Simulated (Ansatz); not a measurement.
# Be (fcc type): the cost of one run

Program: Ansatz 0.2.0. Level of theory: DFT PBEsol, with the methods named in each step. These are calculated values, not measurements.

This is Be in the fcc structure; at room conditions it is hcp.

2 further runs of the same task are left out: 2 that didn't finish. Runs told in other sessions of the task aren't counted.

## 1. The system as given

The structure is cubic, space group Fm-3m (No. 225). The conventional cell has a = 3.147 Å, b = 3.147 Å, c = 3.147 Å, α = 90.00°, β = 90.00°, γ = 90.00°. Be (site symmetry m-3m) has 12 Be at 2.23 Å in its first shell of neighbours.

Structure file:

```
CELL_PARAMETERS angstrom
0.00000 1.57356 1.57356
1.57356 0.00000 1.57356
1.57356 1.57356 0.00000
ATOMIC_POSITIONS crystal
Be 0.00000 0.00000 0.00000
```

Whether this phase is the stable one at these pressures isn't tested.

## 2. The reference volume, LAPW

input.yaml

```yaml
crystal:
  lattice:
    - [0.0, 1.5735642943, 1.5735642943]
    - [1.5735642943, 0.0, 1.5735642943]
    - [1.5735642943, 1.5735642943, 0.0]
  atoms:
    - { symbol: Be, position: [0.0, 0.0, 0.0] }
kpoints:
  mp_grid: { grid: [23, 23, 23] }
  band_path:
    path:
      - [0.0, 0.0, 0.0]
      - [0.5, 0.0, 0.5]
      - [0.625, 0.25, 0.625]
      - [0.375, 0.375, 0.75]
      - [0.0, 0.0, 0.0]
      - [0.5, 0.5, 0.5]
      - [0.5, 0.25, 0.75]
      - [0.5, 0.0, 0.5]
    npoints: 14
scf:
  occupations: { method: fermi_dirac, width: 0.05 }
hamiltonian:
  xc: pbesol
  pseudopotentials: { kind: all_electron, lapw: { basis_error: 0.001 } }
output:
  forces: true
  stress: true
  eigenvalues: true
  populations: true
  dos: { projected: true, de: 0.2, e_range: [-14, 8] }
```

Run with:

```sh
$ ansatz run input.yaml --threads 1 --pin off --max-ram 2048MiB --backend cpu --events-out ev --progress --plain --runs-dir out
```

**Question.** How long does this run take on 1 thread of Arm Neoverse V1, shared host, and how much memory does it need?

About 5.7 s, with a peak of 0.23 GiB.
